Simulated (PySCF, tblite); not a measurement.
# SiH₄S: bond homolysis, EPR parameters

Aim: compute the bond homolysis, EPR parameters of SiH₄S (`[SiH3]S`).

Programs: tblite 0.8.0 and PySCF 2.14.0, with routines of our own; each step states its level. All values are computed. Atoms count from 0.

### 1 The system as given

6 atoms, charge 0, multiplicity 1; geometry from: start built from the parent or by distance geometry.

### 2 Geometry optimisation with GFN2-xTB

What the job is given:

```
{"job": {"kind": "relax", "xc": "GFN2-xTB", "basis": "xTB"}, "charge": 0, "multiplicity": 1}
Si    -0.606600     0.023100    -0.004200
S      1.389300     0.764000    -0.215500
H     -0.674600    -0.556400     1.365000
H     -1.518300     1.172400    -0.222400
H     -0.791000    -1.031600    -1.009300
H      2.207500    -0.367500     0.043100
```

Command:

```
$ OMP_NUM_THREADS=1 python redox_run.py task.json out
```

This one command runs all jobs of the session in turn.

The program printed:

```text
step      E/eV     max force
  0    -191.39844    1.591
  1    -191.46083    1.062
  2    -191.49450    0.622
  3    -191.50127    0.292
  4    -191.51177    0.349
  5    -191.52369    0.368
  6    -191.52838    0.231
  7    -191.53118    0.136
  8    -191.53234    0.099
  9    -191.53328    0.093
 10    -191.53378    0.088
 11    -191.53429    0.082
 12    -191.53488    0.077
 13    -191.53533    0.055
 14    -191.53549    0.023
 15    -191.53551    0.011
 16    -191.53552    0.013
 17    -191.53555    0.020
 18    -191.53558    0.021
 19    -191.53560    0.012
 20    -191.53560    0.005
```

Wall time 0.06 s (1 thread of Arm Neoverse V1, shared host).

The steps of the relaxation:

| step | energy from step 0 (eV) | largest force (eV/Å) |
| --- | --- | --- |
| 0 | 0.0000 | 1.5911 |
| 1 | -0.0624 | 1.0623 |
| 2 | -0.0961 | 0.6217 |
| 3 | -0.1028 | 0.2922 |
| 4 | -0.1133 | 0.3485 |
| 5 | -0.1252 | 0.3684 |
| 6 | -0.1299 | 0.2308 |
| 7 | -0.1327 | 0.1365 |
| 8 | -0.1339 | 0.0986 |
| 9 | -0.1348 | 0.0933 |
| 10 | -0.1353 | 0.0881 |
| 11 | -0.1359 | 0.0823 |
| 12 | -0.1364 | 0.0767 |
| 13 | -0.1369 | 0.0549 |
| 14 | -0.1371 | 0.0230 |
| 15 | -0.1371 | 0.0114 |
| 16 | -0.1371 | 0.0129 |
| 17 | -0.1371 | 0.0205 |
| 18 | -0.1371 | 0.0210 |
| 19 | -0.1372 | 0.0124 |
| 20 | -0.1372 | 0.0049 |

Close pairs (by a distance rule), those that changed most:

| bond | before (Å) | after (Å) | change (Å) |
| --- | --- | --- | --- |
| S1–H5 | 1.420 | 1.324 | -0.096 |
| Si0–H3 | 1.483 | 1.451 | -0.032 |
| Si0–H2 | 1.488 | 1.457 | -0.031 |
| Si0–H4 | 1.469 | 1.457 | -0.011 |
| Si0–S1 | 2.139 | 2.147 | +0.008 |

The end geometry stands in the next job.

### 3 Vibrational analysis with GFN2-xTB

What the job is given:

```
{"job": {"kind": "ir", "xc": "GFN2-xTB", "basis": "xTB"}, "charge": 0, "multiplicity": 1}
Si    -0.579142    -0.004971     0.004733
S      1.403436     0.785763    -0.227301
H     -0.681621    -0.554945     1.350163
H     -1.423806     1.155851    -0.205475
H     -0.769719    -1.042135    -1.001122
H      2.057097    -0.335583     0.035854
```

The program printed:

```text
mode    cm-1     km/mol
  1     143.6     23.37
  2     510.9     53.12
  3     525.6     35.40
  4     539.9     60.82
  5     709.3     31.42
  6     752.1    157.97
  7     770.5    303.09
  8     789.5    355.99
  9    2312.2    326.44
 10    2324.7    144.34
 11    2379.0    175.06
 12    2468.2    129.48
ZPE 85.088  H(298)-E 99.321  G(298)-E 16.672 kJ/mol  S 277.21 J/(mol K)
```

It took 0.1 s on 1 thread of Arm Neoverse V1, shared host.

Which atoms move in the most intense modes:

| cm⁻¹ | km/mol | atoms |
| --- | --- | --- |
| 540 | 60.8 | H2 45 %, H4 44 % |
| 752 | 158.0 | H3 60 %, H2 21 %, H4 16 % |
| 770 | 303.1 | H3 35 %, H4 30 %, H2 26 % |
| 790 | 356.0 | H4 43 %, H2 43 % |
| 2312 | 326.4 | H4 55 %, H2 41 % |
| 2325 | 144.3 | H2 56 %, H4 42 % |
| 2379 | 175.1 | H3 96 % |
| 2468 | 129.5 | H5 96 % |

### 4 Optimising the geometry at PBE0-D3(BJ)/def2-SVP

The job, as its differences from that of step 3:

```diff
@@ -1,2 +1,2 @@
-{"job": {"kind": "ir", "xc": "GFN2-xTB", "basis": "xTB"}, "charge": 0, "multiplicity": 1}
+{"job": {"xc": "PBE0", "basis": "def2-SVP", "d3": "d3bj", "grid": 1, "kind": "geom"}, "charge": 0, "multiplicity": 1}
 Si    -0.579142    -0.004971     0.004733
```

The program printed:

```text
step   0  E = -689.61863628  max force = 0.022226
step   1  E = -689.62170937  max force = 0.005227
step   2  E = -689.62179475  max force = 0.000503
step   3  E = -689.62179781  max force = 0.000157
optimisation converged
```

It took 2.9 s on 1 thread of Arm Neoverse V1, shared host.

The steps of the relaxation:

| step | energy from step 0 (eV) | largest force component (eV/Å) |
| --- | --- | --- |
| 0 | 0.0000 | 1.1429 |
| 1 | -0.0836 | 0.2688 |
| 2 | -0.0859 | 0.0259 |
| 3 | -0.0860 | 0.0081 |

Distances of close pairs at the start and the end, largest changes first:

| bond | before (Å) | after (Å) | change (Å) |
| --- | --- | --- | --- |
| Si0–H3 | 1.451 | 1.490 | +0.039 |
| Si0–H2 | 1.457 | 1.494 | +0.036 |
| Si0–H4 | 1.457 | 1.494 | +0.036 |
| S1–H5 | 1.324 | 1.351 | +0.027 |
| Si0–S1 | 2.147 | 2.148 | +0.001 |

The next job starts from the end point, and lists it.

| at the end point | value |
| --- | --- |
| point group (found at 0.08 Å tolerance) | Cs |
| rotational constants (GHz, main isotopes) | 65.372, 6.232, 6.096 |
| dipole moment (D) | 1.21 |

### 5 Harmonic vibrations (SiH₄S): PBE0-D3(BJ)/def2-SVP

What the job is given:

```
{"job": {"xc": "PBE0", "basis": "def2-SVP", "d3": "d3bj", "grid": 2, "kind": "hessian"}, "charge": 0, "multiplicity": 1}
Si    -0.527125    -0.004881    -0.000257
S      1.437724     0.837583    -0.213252
H     -0.737887    -0.578989     1.362394
H     -1.459126     1.137289    -0.216208
H     -0.793210    -1.071088    -1.011680
H      2.087661    -0.320665     0.035309
```

The program printed:

```text
coarse grid: 5728 points
cycle   1  E = -689.5383756118  dE = -1.325e-01  |g| = 1.937e-01  |ddm| = 2.119e+00
cycle   2  E = -689.5393949718  dE = -1.019e-03  |g| = 1.888e-01  |ddm| = 5.553e-01
cycle   3  E = -689.5511307126  dE = -1.174e-02  |g| = 1.238e-02  |ddm| = 2.999e-01
cycle   4  E = -689.5511866053  dE = -5.589e-05  |g| = 4.450e-03  |ddm| = 2.591e-02
cycle   5  E = -689.5511941408  dE = -7.535e-06  |g| = 1.006e-03  |ddm| = 7.373e-03
final grid: 45160 points
cycle   6  E = -689.6218006912  dE = -4.458e-06  |g| = 3.203e-03  |ddm| = 1.585e-02
cycle   7  E = -689.6218008591  dE = -1.680e-07  |g| = 3.041e-03  |ddm| = 9.341e-03
cycle   8  E = -689.6218037466  dE = -2.887e-06  |g| = 1.709e-04  |ddm| = 4.698e-03
cycle   9  E = -689.6218037573  dE = -1.070e-08  |g| = 3.090e-05  |ddm| = 2.762e-04
cycle  10  E = -689.6218037576  dE = -3.316e-10  |g| = 7.405e-06  |ddm| = 4.729e-05
cycle  11  E = -689.6218037577  dE = -1.887e-11  |g| = 1.631e-06  |ddm| = 1.057e-05
converged SCF energy = -689.6218037577

mode    cm-1
  1     198.0
  2     518.4
  3     538.1
  4     629.1
  5     813.8
  6     922.5
  7     925.7
  8     963.0
  9    2231.4
 10    2233.8
 11    2261.7
 12    2715.2
ZPE 89.425  H(298)-E 102.840  G(298)-E 21.631 kJ/mol  S 272.38 J/(mol K)
```

Run time: 14 s. Hardware: 1 thread of Arm Neoverse V1, shared host; peak memory 0.74 GiB.

Zero-point energy 89.42 kJ/mol (xTB gave 85.09).

### 6 Single point (SiH₄S): M06-2X/def2-TZVP

Geometry: PBE0-D3(BJ)/def2-SVP.

What the job is given:

```
{"job": {"kind": "sp", "xc": "M06-2X", "basis": "def2-TZVP", "grid": 3}, "charge": 0, "multiplicity": 1}
Si    -0.527125    -0.004881    -0.000257
S      1.437724     0.837583    -0.213252
H     -0.737887    -0.578989     1.362394
H     -1.459126     1.137289    -0.216208
H     -0.793210    -1.071088    -1.011680
H      2.087661    -0.320665     0.035309
```

The program printed:

```text
coarse grid: 22616 points
cycle   1  E = -690.0620219134  dE = -1.262e-01  |g| = 2.259e-01  |ddm| = 1.650e+00
cycle   2  E = -690.0710903684  dE = -9.068e-03  |g| = 1.725e-01  |ddm| = 3.513e-01
cycle   3  E = -690.0794617575  dE = -8.371e-03  |g| = 2.178e-02  |ddm| = 1.696e-01
cycle   4  E = -690.0795814258  dE = -1.197e-04  |g| = 5.011e-03  |ddm| = 2.064e-02
cycle   5  E = -690.0795883110  dE = -6.885e-06  |g| = 1.543e-03  |ddm| = 5.143e-03
final grid: 77296 points
cycle   6  E = -690.0787644708  dE = -5.378e-06  |g| = 2.054e-03  |ddm| = 6.493e-03
cycle   7  E = -690.0787648460  dE = -3.753e-07  |g| = 1.279e-03  |ddm| = 2.262e-03
cycle   8  E = -690.0787652115  dE = -3.655e-07  |g| = 1.363e-04  |ddm| = 1.039e-03
cycle   9  E = -690.0787652180  dE = -6.524e-09  |g| = 3.015e-05  |ddm| = 1.408e-04
converged SCF energy = -690.0787652180
```

Run time: 3.3 s. Hardware: 1 thread of Arm Neoverse V1, shared host.

### 7 Geometry optimisation with GFN2-xTB

This step treats HS radical, labelled `[SH]` (the label fixes atoms and charge, not where charge and spin sit).

What the job is given:

```
{"job": {"kind": "relax", "xc": "GFN2-xTB", "basis": "xTB"}, "charge": 0, "multiplicity": 2}
S      1.454000     0.831500    -0.218500
H      2.076900    -0.312000     0.012300
```

The program printed:

```text
step      E/eV     max force
  0    -100.75958    0.179
  1    -100.76019    0.064
  2    -100.76029    0.001
```

Run time: 0.01 s. Hardware: 1 thread of Arm Neoverse V1, shared host.

Step by step:

| step | energy from step 0 (eV) | largest force (eV/Å) |
| --- | --- | --- |
| 0 | 0.0000 | 0.1790 |
| 1 | -0.0006 | 0.0636 |
| 2 | -0.0007 | 0.0014 |

The bond:

| bond | before (Å) | after (Å) | change (Å) |
| --- | --- | --- | --- |
| S0–H1 | 1.322 | 1.330 | +0.008 |

The next job starts from the end point, and lists it.

### 8 Infrared spectrum with GFN2-xTB

What the job is given:

```
{"job": {"kind": "ir", "xc": "GFN2-xTB", "basis": "xTB"}, "charge": 0, "multiplicity": 2}
S      1.452097     0.834900    -0.219227
H      2.078802    -0.315445     0.012987
```

The program printed:

```text
mode    cm-1     km/mol
  1    2461.4    116.51
ZPE 14.723  H(298)-E 23.399  G(298)-E -35.549 kJ/mol  S 197.71 J/(mol K)
```

Run time: 0.07 s. Hardware: 1 thread of Arm Neoverse V1, shared host.

Which atoms move in the most intense modes:

| cm⁻¹ | km/mol | atoms |
| --- | --- | --- |
| 2461 | 116.5 | H1 97 % |

### 9 Optimising the geometry at PBE0-D3(BJ)/def2-SVP

This step treats HS radical, labelled `[SH]` (the label fixes atoms and charge, not where charge and spin sit).

What the job is given:

```
{"job": {"xc": "PBE0", "basis": "def2-SVP", "d3": "d3bj", "grid": 1, "kind": "geom"}, "charge": 0, "multiplicity": 2}
S      1.452097     0.834900    -0.219227
H      2.078802    -0.315445     0.012987
```

The program printed:

```text
step   0  E = -398.47360110  max force = 0.011119
step   1  E = -398.47386033  max force = 0.002963
step   2  E = -398.47388226  max force = 0.000178
step   3  E = -398.47388233  max force = 0.000004
optimisation converged
```

It took 0.74 s on 1 thread of Arm Neoverse V1, shared host.

Along the way:

| step | energy from step 0 (eV) | largest force component (eV/Å) |
| --- | --- | --- |
| 0 | 0.0000 | 0.5718 |
| 1 | -0.0071 | 0.1524 |
| 2 | -0.0077 | 0.0092 |
| 3 | -0.0077 | 0.0002 |

The bond:

| bond | before (Å) | after (Å) | change (Å) |
| --- | --- | --- | --- |
| S0–H1 | 1.330 | 1.354 | +0.024 |

The final coordinates are the input of the step that follows.

| at the end point | value |
| --- | --- |
| point group (found at 0.08 Å tolerance) | Cinfv |
| rotational constants (GHz, main isotopes) | 282.2, 282.2 |
| dipole moment (D) | 1.04 |
| ⟨S²⟩ | 0.753 |

### 10 Harmonic vibrations (HS radical): PBE0-D3(BJ)/def2-SVP

What the job is given:

```
{"job": {"xc": "PBE0", "basis": "def2-SVP", "d3": "d3bj", "grid": 2, "kind": "hessian"}, "charge": 0, "multiplicity": 2}
S      1.446072     0.845170    -0.219882
H      2.084676    -0.325687     0.013650
```

The program printed:

```text
coarse grid: 2248 points
cycle   1  E = -398.4335281582  dE = -1.160e-01  |g| = 7.728e-02  |ddm| = 9.232e-01
cycle   2  E = -398.4370016532  dE = -3.473e-03  |g| = 4.979e-02  |ddm| = 1.800e-01
cycle   3  E = -398.4387171898  dE = -1.716e-03  |g| = 7.289e-03  |ddm| = 7.941e-02
cycle   4  E = -398.4387595640  dE = -4.237e-05  |g| = 8.574e-04  |ddm| = 1.145e-02
cycle   5  E = -398.4387603956  dE = -8.316e-07  |g| = 1.847e-04  |ddm| = 1.483e-03
final grid: 17120 points
cycle   6  E = -398.4738862123  dE = -4.474e-06  |g| = 1.568e-03  |ddm| = 9.034e-03
cycle   7  E = -398.4738870384  dE = -8.261e-07  |g| = 1.002e-03  |ddm| = 4.019e-03
cycle   8  E = -398.4738876197  dE = -5.813e-07  |g| = 7.504e-05  |ddm| = 1.616e-03
cycle   9  E = -398.4738876245  dE = -4.813e-09  |g| = 2.592e-05  |ddm| = 1.212e-04
cycle  10  E = -398.4738876255  dE = -9.650e-10  |g| = 4.261e-06  |ddm| = 6.461e-05
cycle  11  E = -398.4738876255  dE = -4.428e-11  |g| = 9.931e-07  |ddm| = 1.491e-05
converged SCF energy = -398.4738876255

mode    cm-1
  1    2709.8
ZPE 16.208  H(298)-E 24.885  G(298)-E -34.150 kJ/mol  S 198.00 J/(mol K)
```

Wall time 1.6 s (1 thread of Arm Neoverse V1, shared host).

Zero-point energy 16.21 kJ/mol (xTB gave 14.72).

### 11 Single point (HS radical): M06-2X/def2-TZVP

Geometry: PBE0-D3(BJ)/def2-SVP.

What the job is given:

```
{"job": {"kind": "sp", "xc": "M06-2X", "basis": "def2-TZVP", "grid": 3}, "charge": 0, "multiplicity": 2}
S      1.446072     0.845170    -0.219882
H      2.084676    -0.325687     0.013650
```

The program printed:

```text
coarse grid: 8792 points
cycle   1  E = -398.7235172046  dE = -1.383e-01  |g| = 1.025e-01  |ddm| = 6.907e-01
cycle   2  E = -398.7297568945  dE = -6.240e-03  |g| = 4.426e-02  |ddm| = 1.221e-01
cycle   3  E = -398.7309857539  dE = -1.229e-03  |g| = 1.267e-02  |ddm| = 4.625e-02
cycle   4  E = -398.7310874145  dE = -1.017e-04  |g| = 2.640e-03  |ddm| = 1.376e-02
cycle   5  E = -398.7310931131  dE = -5.699e-06  |g| = 7.427e-04  |ddm| = 3.668e-03
final grid: 28688 points
cycle   6  E = -398.7307788295  dE = -2.482e-06  |g| = 3.619e-04  |ddm| = 2.193e-03
cycle   7  E = -398.7307789433  dE = -1.138e-07  |g| = 1.235e-04  |ddm| = 4.011e-04
cycle   8  E = -398.7307789616  dE = -1.823e-08  |g| = 5.856e-05  |ddm| = 1.816e-04
cycle   9  E = -398.7307789658  dE = -4.206e-09  |g| = 1.862e-05  |ddm| = 7.705e-05
converged SCF energy = -398.7307789658
```

Run time: 0.87 s. Hardware: 1 thread of Arm Neoverse V1, shared host.

### 12 Optimising the geometry with GFN2-xTB

This step treats SiH3S radical, labelled `[SiH3][S]` (the label fixes atoms and charge, not where charge and spin sit).

What the job is given:

```
{"job": {"kind": "relax", "xc": "GFN2-xTB", "basis": "xTB"}, "charge": 0, "multiplicity": 2}
Si    -0.510900    -0.011000    -0.005500
S      1.427000     0.846200    -0.236300
H     -0.720400    -0.586600     1.365600
H     -1.461600     1.151900    -0.236800
H     -0.796400    -1.074900    -1.000300
```

The program printed:

```text
step      E/eV     max force
  0    -176.52558    0.924
  1    -176.55924    0.638
  2    -176.59464    0.432
  3    -176.59962    0.289
  4    -176.60334    0.150
  5    -176.60613    0.232
  6    -176.60843    0.238
  7    -176.61203    0.213
  8    -176.61377    0.140
  9    -176.61436    0.065
 10    -176.61458    0.058
 11    -176.61483    0.061
 12    -176.61525    0.076
 13    -176.61566    0.065
 14    -176.61586    0.029
 15    -176.61590    0.006
```

Wall time 0.05 s (1 thread of Arm Neoverse V1, shared host).

The steps of the relaxation:

| step | energy from step 0 (eV) | largest force (eV/Å) |
| --- | --- | --- |
| 0 | 0.0000 | 0.9242 |
| 1 | -0.0337 | 0.6383 |
| 2 | -0.0691 | 0.4318 |
| 3 | -0.0740 | 0.2889 |
| 4 | -0.0778 | 0.1498 |
| 5 | -0.0806 | 0.2325 |
| 6 | -0.0829 | 0.2380 |
| 7 | -0.0865 | 0.2126 |
| 8 | -0.0882 | 0.1396 |
| 9 | -0.0888 | 0.0650 |
| 10 | -0.0890 | 0.0583 |
| 11 | -0.0893 | 0.0609 |
| 12 | -0.0897 | 0.0759 |
| 13 | -0.0901 | 0.0647 |
| 14 | -0.0903 | 0.0287 |
| 15 | -0.0903 | 0.0065 |

Distances of close pairs at the start and the end, largest changes first:

| bond | before (Å) | after (Å) | change (Å) |
| --- | --- | --- | --- |
| Si0–H3 | 1.520 | 1.457 | -0.063 |
| Si0–H2 | 1.502 | 1.456 | -0.045 |
| Si0–H4 | 1.484 | 1.456 | -0.028 |
| Si0–S1 | 2.132 | 2.119 | -0.012 |

The next job starts from the end point, and lists it.

(Part 1 of 3 ends here.)
